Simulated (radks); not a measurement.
# Ionisation of Tm: one atom, several choices of relativity

One table from this session's results is given with a row withheld; the runs are named, their logs left out.

The numbers are computed with radks (a radial shooting solver on a logarithmic mesh, Libxc functionals) version 1 (Kohn-Sham, PBE, spin-unpolarised, spherical densities), except any that are marked as measured or tabulated.

## Starting point

| Item | Value |
| --- | --- |
| element | thulium (Z = 69) |
| charge | 0 |
| electrons | 69 |
| configuration | [Xe] 4f13 6s2 |
| ion | Tm⁺, [Xe] 4f13 6s1 |
| choices | non-relativistic; scalar-relativistic; Dirac, 2j+1 shares; Dirac, low j first; scalar-relativistic, finite nucleus; Dirac, 2j+1 shares, finite nucleus; Dirac, c × 2; Dirac, c × 3; Dirac, c × 5 |

Set-up of the first run:

The run's settings:

```text
Z 69
configuration [Xe] 4f13 6s2 5d0 6p0
relativity non-relativistic
functional pbe,pbe
spin unpolarised
nucleus point
```

Steps of the session up to this table: non-relativistic: Tm.

One table of the session follows, with a row left open; its other results are not shown here.

It belongs to the step «non-relativistic: Tm». From the orbitals of this run (lengths in bohr):

```
level     <r>  outermost maximum (interpolated)  90 % within  nodes
   4p  0.5469                             0.502        0.795      2
   4d  0.5740                             0.503        0.863      1
   5s   1.342                              1.19         1.94      4
   5p   1.528                              1.30         2.26      3
   4f  0.7651                             0.488         1.33      0
   6s   4.286                              3.64         6.35      5
   5d       ?                                 ?            ?      ?
   6p   5.817                              4.75         8.81      4
```

**Question.** Estimate the row for 5d.

**Answer.** <r>: 3.270; outermost maximum (interpolated): 1.98; 90 % within: 5.64; nodes: 2. In the column «<r>» it lies between 5p (1.528) and 6s (4.286).

Limits of these values: Spin polarisation and multiplet splitting of open shells are left out at every level.
